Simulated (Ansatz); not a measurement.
Turn this script for Ansatz's Python interface into the input file that the command-line program reads.

`gw_sic.py`:
```python
import warnings

import ansatz as az
import numpy as np

warnings.simplefilter("ignore", az.DeckWarning)

vectors = np.array([
    [0.0, 2.179, 2.179],
    [2.179, 0.0, 2.179],
    [2.179, 2.179, 0.0],
])
xtal = (
    az.Lattice.of(vectors)
    .atom("Si", [0.0, 0.0, 0.0])
    .atom("C", [0.25, 0.25, 0.25])
)

setup = (
    xtal.calculation()
    .scf(tolerance=1e-08, extra_bands=6)
    .functional(az.Functional.LDA)
    .kpoints(4, 4, 4)
    .basis(630)
    .mixing("broyden", beta=0.3)
    .accuracy("medium")
    .occupations("fixed")
    .gw(empty_bands=100, screening_cutoff=150, quasiparticle_bands=("v3", "c1"))
)
events = []
outcome = setup.session().plan().execute(on_event=events.append, runs_dir="gw_run")
gw = next(e["data"] for e in events if e["event"] == "gw_qp")
top = gw["frontier_bands"]["highest_filled_band"]
for qp in gw["qp"]:
    if qp["ik"] == 0:
        print("band", qp["band"], "shift", round(qp["e_qp_ev"] - qp["eps_ks_ev"], 3), "eV, Z =", round(qp["z"], 3))
for key, label in (("eps_ks_ev", "Kohn-Sham"), ("e_qp_ev", "G0W0")):
    filled = max(qp[key] for qp in gw["qp"] if qp["band"] <= top)
    empty = min(qp[key] for qp in gw["qp"] if qp["band"] > top)
    print(f"{label} gap on the mesh: {empty - filled:.3f} eV")
print("static dielectric eigenvalues (RPA, this mesh):", [round(e, 3) for e in gw["screening"][0]["eps_tensor_eigenvalues"]])
```

```console
$ python gw_sic.py
band 2 shift -0.381 eV, Z = 0.791
band 3 shift -0.381 eV, Z = 0.791
band 4 shift -0.381 eV, Z = 0.791
band 5 shift 0.577 eV, Z = 0.789
Kohn-Sham gap on the mesh: 1.262 eV
G0W0 gap on the mesh: 2.054 eV
static dielectric eigenvalues (RPA, this mesh): [9.095, 9.095, 9.095]
```

`input.yaml`:
```yaml
crystal:
  lattice:
    - [0.0, 2.179, 2.179]
    - [2.179, 0.0, 2.179]
    - [2.179, 2.179, 0.0]
  atoms:
    - { symbol: Si, position: [0.0, 0.0, 0.0] }
    - { symbol: C, position: [0.25, 0.25, 0.25] }
accuracy: medium
basis:
  ecutwfc: 630.0
kpoints:
  mp_grid:
    grid: [4, 4, 4]
hamiltonian:
  xc: lda
scf:
  n_extra_bands: 6
  convergence:
    dr2_threshold: 1.0e-08
  mixing:
    algorithm: broyden
    beta: 0.3
  occupations:
    method: fixed
gw:
  n_empty_bands: 100
  ecut_chi: 150.0
  qp_bands: [v3, c1]
```

Notes:
- The settings weren't tested for convergence.
- Energy and stress may still move on a finer k-point mesh.
- The starting cell is as deposited in a crystallographic database; the results hold for this polymorph, which needn't be the stable one.
- Mesh, empty bands and screening cutoff are small, so the quasiparticle gap isn't converged, and it is read on the mesh points alone. Spin-orbit coupling is left out, which matters for heavy elements.
- The whole script took 12 s on 1 thread of Arm Neoverse V1, on a shared host, peak memory 0.37 GiB.

(Lines on the test bed's own set-up are left out of the output.)
